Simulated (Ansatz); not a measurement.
# SiH₄Se (built from SMILES [SeH2].[SiH2]): single points off equilibrium

An exercise on one series of results from a longer session: the logs are not shown, and one member is left open.

Method: single points in def2-TZVPP; program: Ansatz 0.2.0, Gaussian basis.

Cores are frozen in the correlated methods. Filled d shells of the heavier atoms are correlated.

### Starting geometry

6 atoms, charge 0, spin multiplicity 1.

Atoms are counted from 1 here; the program's logs count them from 0.

Bond lengths: Si1–H2 1.475 Å, Si1–H4 1.455 Å, Si1–H5 1.426 Å, Se3–H6 1.398 Å. Angles: H2–Si1–H4 119.4°, H2–Si1–H5 115.6°, H4–Si1–H5 118.4°.

Geometry (Å):

```tsv
atom	x (Å)	y (Å)	z (Å)
Si1	1.0679	0.2009	0.0611
H2	0.2470	-0.9125	-0.4516
Se3	-1.5697	-0.7184	0.3214
H4	0.8734	1.5389	-0.4765
H5	1.5149	0.0686	1.4089
H6	-2.0101	-0.0424	-0.8208
```

The first run:

run/in.yaml reads:

```yaml
crystal:
  periodic: [false, false, false]
  atoms:
    - {symbol: Si, position_ang: [1.067900, 0.200900, 0.061100]}
    - {symbol: H, position_ang: [0.247000, -0.912500, -0.451600]}
    - {symbol: Se, position_ang: [-1.569700, -0.718400, 0.321400]}
    - {symbol: H, position_ang: [0.873400, 1.538900, -0.476500]}
    - {symbol: H, position_ang: [1.514900, 0.068600, 1.408900]}
    - {symbol: H, position_ang: [-2.010100, -0.042400, -0.820800]}
basis:
  gaussian: {orbitals: def2-TZVPP}
correlation: {method: ccsd_t}
output: {forces: true}
```

The command line of these runs was not kept.

Steps of the session up to this table: CCSD(T)/def2-TZVPP; PBE0-D4/def2-TZVPP; wB97M-V/def2-TZVPP; r2SCAN-D4/def2-TZVPP; PBE-D4/def2-TZVPP; LC-wPBE/def2-TZVPP; r2SCANh-D4/def2-TZVPP.

One of the session's tables, all rows but one given; the rest of the session is left out.

```
    method  RMS force component (eV/Å)  angle to CCSD(T) forces (°)  dipole (D)
   CCSD(T)                       0.822                    reference        2.13
   PBE0-D4                       0.883                          5.1        2.33
   wB97M-V                       0.866                          9.2        2.66
 r2SCAN-D4                       0.862                          3.3        2.18
    PBE-D4                       0.945                          8.5        1.98
   LC-wPBE                       0.907                         15.2        2.80
r2SCANh-D4                           ?                            ?           ?
```

Estimate the missing values for r2SCANh-D4.

**Answer.** RMS force component (eV/Å): 0.851; angle to CCSD(T) forces (°): 4.1; dipole (D): 2.29. In the column «RMS force component (eV/Å)» it lies between CCSD(T) (0.822) and r2SCAN-D4 (0.862).
